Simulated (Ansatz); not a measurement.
# Co (Cobalt): the cost of one run

Program: Ansatz 0.2.0. Level of theory: DFT PBE, with the methods named in each step. These are calculated values, not measurements.

### Step 1. Starting point

Symmetry: P6_3/mmc, No. 194, hexagonal system. The conventional cell has a = 2.507 Å, b = 2.507 Å, c = 4.070 Å, α = 90.00°, β = 90.00°, γ = 120.00°. Co (site symmetry -6m2) has 12 Co at 2.50 to 2.51 Å as nearest neighbours.

Structure file:

```xyz
4
Lattice="0.0000 0.0000 4.0699 2.5074 0.0000 0.0000 0.0000 4.3429 0.0000" Properties=species:S:1:pos:R:3 pbc="T T T"
Co    2.5074    1.4476    1.0175
Co    1.2537    3.6191    1.0175
Co    1.2537    0.7238    3.0524
Co    0.0000    2.8953    3.0524
```

In patterns such as +-, the signs follow the magnetic atoms in the order of the input.

Atoms are numbered in the order of the input: Co1, Co2, Co3, Co4.

### Step 2. Parallel moments, PAW

input.yaml reads:

```yaml
crystal:
  lattice:
    - [0.0, 0.0, 4.0699]
    - [2.5074, 0.0, 0.0]
    - [0.0, 4.3429441948, 0.0]
  atoms:
    - { symbol: Co, position: [0.25, 1.0, 0.3333333334], spin: 2.0 }
    - { symbol: Co, position: [0.25, 0.5, 0.8333333334], spin: 2.0 }
    - { symbol: Co, position: [0.75, 0.5, 0.1666666666], spin: 2.0 }
    - { symbol: Co, position: [0.75, 0.0, 0.6666666666], spin: 2.0 }
magnetization:
  spin_polarized: true
kpoints:
  mp_grid: { grid: [8, 12, 7] }
scf:
  occupations: { method: fermi_dirac, width: 0.08 }
  lower_state_search: "off"
hamiltonian:
  xc: pbe
  pseudopotentials: { kind: paw }
output:
  forces: true
  stress: true
  eigenvalues: true
  populations: true
```

Run with:

```bash
$ ansatz run input.yaml --threads 2 --pin off --max-ram 6144MiB --backend cpu --events-out ev --progress --plain --runs-dir out
```

What time and memory should one allow on 2 threads of Arm Neoverse V1, shared host?

About 31 s, with a peak of 0.62 GiB.
